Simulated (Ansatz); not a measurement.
# Zr8NO: the cost of one run

Computed with Ansatz 0.2.0 (DFT PBE, scalar-relativistic, plane waves, PAW, unless a step's input says otherwise).

9 further runs of the same task are left out: 9 set aside as unsound or not needed.

### Step 1. The structure to begin with

Symmetry: P1, No. 1, triclinic system. The conventional cell has a = 5.169 Å, b = 6.466 Å, c = 21.477 Å, α = 90.00°, β = 90.00°, γ = 90.00°. Around Zr (site symmetry 1) lie 8 Zr at 3.06 to 3.23 Å. Zr (site symmetry 1) has 10 Zr at 3.01 to 3.23 Å as nearest neighbours. Zr (site symmetry 1) has 1 N at 2.67 Å and 1 O at 2.97 Å and 10 Zr at 3.06 to 3.23 Å as nearest neighbours. Zr (site symmetry 1) is surrounded by 10 Zr at 3.06 to 3.23 Å and 1 O at 3.26 Å. Around Zr (site symmetry 1) lie 1 N at 2.71 Å and 2 Zr at 3.01 Å. Around Zr (site symmetry 1) lie 1 O at 1.95 Å. Only part of the 10 independent sites is listed.

Coordinates:

```cif
data_structure
_symmetry_space_group_name_H-M 'P 1'
_symmetry_Int_Tables_number 1
_cell_length_a 6.4656
_cell_length_b 5.1691
_cell_length_c 21.4771
_cell_angle_alpha 90.000
_cell_angle_beta 90.000
_cell_angle_gamma 90.000
_cell_volume 717.79
loop_
_atom_site_label
_atom_site_type_symbol
_atom_site_fract_x
_atom_site_fract_y
_atom_site_fract_z
_atom_site_occupancy
Zr1 Zr 0.00000 0.75000 0.18624 1
Zr2 Zr 0.50000 0.75000 0.18624 1
Zr3 Zr 0.25000 0.25000 0.22970 1
Zr4 Zr 0.75000 0.25000 0.22970 1
Zr5 Zr 0.25000 0.75000 0.30723 1
Zr6 Zr 0.75000 0.75000 0.30723 1
Zr7 Zr 0.00000 0.25000 0.34814 1
Zr8 Zr 0.50000 0.25000 0.34814 1
N1 N 0.29303 0.50000 0.41519 1
O1 O 0.45697 0.50000 0.41519 1
```

This is the geometry of the first run shown, built on a cell relaxed beforehand with the same method.

### Step 2. What is varied

Atoms count from 1 in the order of the input.

NO lies flat over one site of a rigid substrate while its bond length and height are varied.

The axes are (1) distance N9-O10: 8 values from 1.060 to 3.060 Å; (2) height of the NO axis above the plane of Zr7: 8 values from 0.80 to 3.60 Å.

Nothing else is relaxed. Points are written as (first, second).

### Step 3. Grid point (1.060 Å, 1.44 Å)

The cell repeats along c, and a dipole correction in the vacuum removes the field between the copies.

input.yaml

```yaml
crystal:
  lattice:
    - [6.465579719, 0.0, 0.0]
    - [0.0, 5.1691196956, 0.0]
    - [0.0, 0.0, 21.4770873995]
  atoms:
    - { symbol: Zr, position: [0.0, 0.75, 0.1862449934] }
    - { symbol: Zr, position: [0.5, 0.75, 0.1862449934] }
    - { symbol: Zr, position: [0.25, 0.25, 0.2296971631] }
    - { symbol: Zr, position: [0.75, 0.25, 0.2296971631] }
    - { symbol: Zr, position: [0.25, 0.75, 0.3072330536] }
    - { symbol: Zr, position: [0.75, 0.75, 0.3072330536] }
    - { symbol: Zr, position: [0.0, 0.25, 0.3481425233] }
    - { symbol: Zr, position: [0.5, 0.25, 0.3481425233] }
    - { symbol: "N", position: [0.2930274588, 0.5, 0.4151907209], spin: 1.0 }
    - { symbol: O, position: [0.4569725412, 0.5, 0.4151907209] }
basis:
  ecutwfc: 420
kpoints:
  mp_grid: { grid: [4, 5, 1] }
hamiltonian:
  xc: pbe
scf:
  occupations: { method: gaussian, width: 0.1 }
output:
  forces: true
  eigenvalues: true
  populations: true
magnetization:
  spin_polarized: true
efield:
  axis: 3
  dipole_correction: true
  ramp_width: 0.04
```

Launch:

```
$ ansatz run input.yaml --threads 4 --pin off --max-ram 12288MiB --backend cpu --events-out ev --progress --plain --runs-dir out
```

**Question.** How long does this run take on 4 threads of AMD EPYC 9R45 (Zen 5), shared host, and how much memory does it need?

About 25 s, with a peak of 1.8 GiB.
